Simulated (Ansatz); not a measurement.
**CH5Ga + HCl: a complex and its separated parts**

Aim: how far the complex at one end of a reaction step lies below its separated, relaxed parts, level by level.

Program: Ansatz 0.2.0, Gaussian basis. Level of theory: PBE0-D4/def2-TZVP structures, single points in def2-TZVPP, no counterpoise correction. These are calculated values, not measurements.

Levels: SPW92, PBE-D4, BLYP-D4, r2SCAN-D4, B97M-V, PBE0-D4, B3LYP-D4, r2SCAN0-D4, BHLYP-D4, CAM-B3LYP-D4, wB97X-V, wB97M-V, B2PLYP, PBE-QIDH, RPA on PBE, Hartree-Fock, MP2, CCSD, CCSD(T).

Correlated methods freeze the cores. Filled d shells of the heavier atoms are correlated. B3LYP uses VWN-RPA correlation. B2PLYP carries no dispersion term here.

20 further runs of the same task are left out: 20 set aside as unsound or not needed.

## Step 1: Starting geometry

The complex: 9 atoms, charge 0, spin multiplicity 1.

Atoms are counted from 1 here; the program's logs count them from 0.

Bond lengths: Ga1–H3 1.574 Å, Ga1–H4 1.574 Å, Ga1–C6 1.979 Å, Cl2–H5 1.283 Å, C6–H7 1.093 Å, C6–H8 1.094 Å, C6–H9 1.093 Å. Angles: H3–Ga1–H4 119.5°, H3–Ga1–C6 119.8°, H4–Ga1–C6 119.8°, Ga1–C6–H7 112.0°, Ga1–C6–H8 109.3°, Ga1–C6–H9 112.0°, H7–C6–H8 107.0°, H7–C6–H9 109.4°, H8–C6–H9 107.0°.

Coordinates:

```
Ga   -0.8218    0.1166   -0.7685
Cl   -1.1618   -1.6203    1.4046
H    -0.9755   -1.0164   -1.8498
H    -2.0654    1.0071   -0.3985
H     0.0222   -1.3639    1.8257
C     0.9803    0.6314   -0.1341
H     1.6646   -0.2200   -0.1090
H     1.4094    1.3659   -0.8228
H     0.9479    1.0997    0.8524
```

Its parts: CH5Ga holds atoms 1, 3, 4, 6, 7, 8, 9; HCl holds atoms 2, 5. Each part counts its atoms afresh in its own runs.

## Step 2: Relaxing CH5Ga alone

relax-a/in.yaml

```yaml
crystal:
  periodic: [false, false, false]
  atoms:
    - {symbol: Ga, position_ang: [-0.821754, 0.116592, -0.768466]}
    - {symbol: H, position_ang: [-0.975532, -1.016430, -1.849825]}
    - {symbol: H, position_ang: [-2.065395, 1.007065, -0.398503]}
    - {symbol: C, position_ang: [0.980296, 0.631413, -0.134086]}
    - {symbol: H, position_ang: [1.664615, -0.219970, -0.109025]}
    - {symbol: H, position_ang: [1.409367, 1.365869, -0.822766]}
    - {symbol: H, position_ang: [0.947936, 1.099674, 0.852447]}
basis:
  gaussian: {orbitals: def2-TZVP}
hamiltonian: {xc: pbe0, dispersion: d4}
relax: {f_tol: 0.005, max_steps: 200}
```

The command line of these runs was not kept.

After this run come: Relaxing HCl alone; wB97M-V/def2-TZVPP; CCSD(T)/def2-TZVPP; Vibrations of CH5Ga; Vibrations of HCl.

Before running it: what results should come out? Wanted: complex less parts, CCSD(T)/def2-TZVPP; with zero-point energy; largest T1 diagnostic.

As calculated:

| quantity | value |
| --- | --- |
| complex less parts, CCSD(T)/def2-TZVPP | -0.216 eV |
| with zero-point energy | -0.153 eV |
| largest T1 diagnostic | 0.012 |

In words: At CCSD(T) the complex lies 0.216 eV below its parts. Among the functionals BHLYP-D4 lands nearest to CCSD(T) (0.000 eV) and SPW92 farthest (-0.176 eV). Mean unsigned error by rung: LDA 0.176, GGA 0.020, meta-GGA 0.026, hybrid 0.013, range-separated hybrid 0.008, double hybrid 0.038 eV. PBE-D4 gives a relative energy 0.031 eV too low, inside chemical accuracy (1 kcal/mol, 0.043 eV). No counterpoise was applied, and triple zeta lacks some correlation, so the CCSD(T) reference has a basis error of its own, and close matches with it are partly luck.
